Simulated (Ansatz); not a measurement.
# InAs: the cost of one run

All numbers below are computed with Ansatz 0.2.0 (DFT PBE, plane waves, PAW, scalar-relativistic, no spin polarisation).

**1. The starting structure**

The cell holds 16 atoms (As8In8): a = 8.536 Å, b = 6.036 Å, c = 19.402 Å, α = 90.00°, β = 90.00°, γ = 90.00°.

Structure file:

```xyz
16
Lattice="8.5362 0.0000 0.0000 0.0000 6.0360 0.0000 0.0000 0.0000 19.4021" Properties=species:S:1:pos:R:3 pbc="T T T"
In    0.0000    0.0000    1.0000
As    0.0000    1.5090    3.1340
In    6.4021    3.0180    3.1340
As    2.1340    4.5270    1.0000
In    2.1340    3.0180    3.1340
As    6.4021    4.5270    1.0000
In    4.2681    0.0000    1.0000
As    4.2681    1.5090    3.1340
In    4.2681    0.0000    5.2681
As    4.2681    1.5090    7.4021
In    2.1340    3.0180    7.4021
As    6.4021    4.5270    5.2681
In    6.4021    3.0180    7.4021
As    2.1340    4.5270    5.2681
In    0.0000    0.0000    5.2681
As    0.0000    1.5090    7.4021
```

**2. Preparing the start**

File input.yaml:

```yaml
accuracy: low
crystal:
  lattice:
    - [8.536193, 0.0, 0.0]
    - [0.0, 6.036, 0.0]
    - [0.0, 0.0, 19.402145]
  atoms:
    - { symbol: In, position: [0.0, 0.0, 0.0515407] }
    - { symbol: As, position: [0.0, 0.25, 0.161531] }
    - { symbol: In, position: [0.75, 0.5, 0.161531] }
    - { symbol: As, position: [0.25, 0.75, 0.0515407] }
    - { symbol: In, position: [0.25, 0.5, 0.161531] }
    - { symbol: As, position: [0.75, 0.75, 0.0515407] }
    - { symbol: In, position: [0.5, 0.0, 0.0515407] }
    - { symbol: As, position: [0.5, 0.25, 0.161531] }
    - { symbol: In, position: [0.5, 0.0, 0.2715213] }
    - { symbol: As, position: [0.5, 0.25, 0.3815117] }
    - { symbol: In, position: [0.25, 0.5, 0.3815117] }
    - { symbol: As, position: [0.75, 0.75, 0.2715213] }
    - { symbol: In, position: [0.75, 0.5, 0.3815117] }
    - { symbol: As, position: [0.25, 0.75, 0.2715213] }
    - { symbol: In, position: [0.0, 0.0, 0.2715213] }
    - { symbol: As, position: [0.0, 0.25, 0.3815117] }
basis:
  ecutwfc: 420.0
kpoints:
  mp_grid: { grid: [2, 2, 1] }
hamiltonian:
  xc: pbe
  pseudopotentials: { kind: paw, azcp: { folder: soft_1 } }
scf:
  occupations: { method: fermi_dirac, width: 0.05 }
  lower_state_search: "off"
relax:
  f_tol: 0.08
  max_steps: 25
  adjacent_minimum: "off"
  constraints: [{ sites: [0, 3, 5, 6] }]
```

Run with:

```bash
$ ansatz run input.yaml --threads 4 --pin off --max-ram 10240MiB --backend cpu --events-out ev --progress --plain --runs-dir out
```

What time and memory should one allow on 4 threads of AMD EPYC 9R45 (Zen 5), shared host?

About 13 s, with a peak of 2.5 GiB.
